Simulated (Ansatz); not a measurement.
# GeHCl₃O: how energies converge with the basis set

Aim: see how fast density functionals converge with the basis set for GeHCl₃O.

Program: Ansatz 0.2.0, Gaussian basis. Level of theory: one geometry, several basis sets. These are calculated values, not measurements.

Plan: PBE0-D4/def2-SVP; ωB97M-V/def2-SVP; PBE0-D4/def2-QZVPP; ωB97M-V/def2-QZVPP; the functionals' def2-TZVPP values are taken from earlier runs.

### 1 The relaxed structure

An earlier PBE0-D4/def2-TZVP relaxation fixed the geometry.

SMILES `[OH][Ge]([Cl])([Cl])[Cl]`, 6 atoms, charge 0, spin multiplicity 1.

Atoms are counted from 1 here; the program's logs count them from 0.

Bond lengths: O1–Ge2 1.746 Å, O1–H6 0.962 Å, Ge2–Cl3 2.124 Å, Ge2–Cl4 2.124 Å, Ge2–Cl5 2.108 Å. Angles: Ge2–O1–H6 112.9°, O1–Ge2–Cl3 110.9°, O1–Ge2–Cl4 110.9°, O1–Ge2–Cl5 106.2°, Cl3–Ge2–Cl4 108.1°, Cl3–Ge2–Cl5 110.4°, Cl4–Ge2–Cl5 110.4°.

### 2 PBE0-D4 in def2-SVP

The input, in.yaml:

```yaml
crystal:
  periodic: [false, false, false]
  atoms:
    - {symbol: O, position_ang: [-0.955284, 0.526339, 0.948905]}
    - {symbol: Ge, position_ang: [0.219384, 0.042038, -0.249001]}
    - {symbol: Cl, position_ang: [1.882665, -0.913843, 0.663393]}
    - {symbol: Cl, position_ang: [-0.634881, -1.313008, -1.644224]}
    - {symbol: Cl, position_ang: [0.829801, 1.810021, -1.221072]}
    - {symbol: H, position_ang: [-1.299683, -0.215548, 1.455900]}
basis:
  gaussian: {orbitals: def2-SVP}
hamiltonian: {xc: pbe0, dispersion: d4}
output: {orbitals: {seedname: orbitals}}
```

The run is started by

```
ansatz run in.yaml --threads 4 --pin off --events-out ev --progress --plain --max-ram 10444MiB
```

Further steps of the session: ωB97M-V in def2-SVP; PBE0-D4 in def2-QZVPP; ωB97M-V in def2-QZVPP.

Q: Predict the results of all the runs planned. Wanted: PBE0-D4: double and triple zeta above quadruple; ωB97M-V: double and triple zeta above quadruple.

The runs gave:

```
                                       quantity           value
PBE0-D4: double and triple zeta above quadruple  25.26, 2.44 eV
ωB97M-V: double and triple zeta above quadruple  25.02, 2.34 eV
```

What this shows: For PBE0-D4 the step from double to triple zeta gains 22.83 eV and the next only 2.44 eV. These are total energies; as a rule much of such shifts cancels in differences, which this series doesn't test. The LUMO of ωB97M-V is positive and keeps falling with the basis (0.79 to 0.23 eV): an unbound level that the basis holds in place.
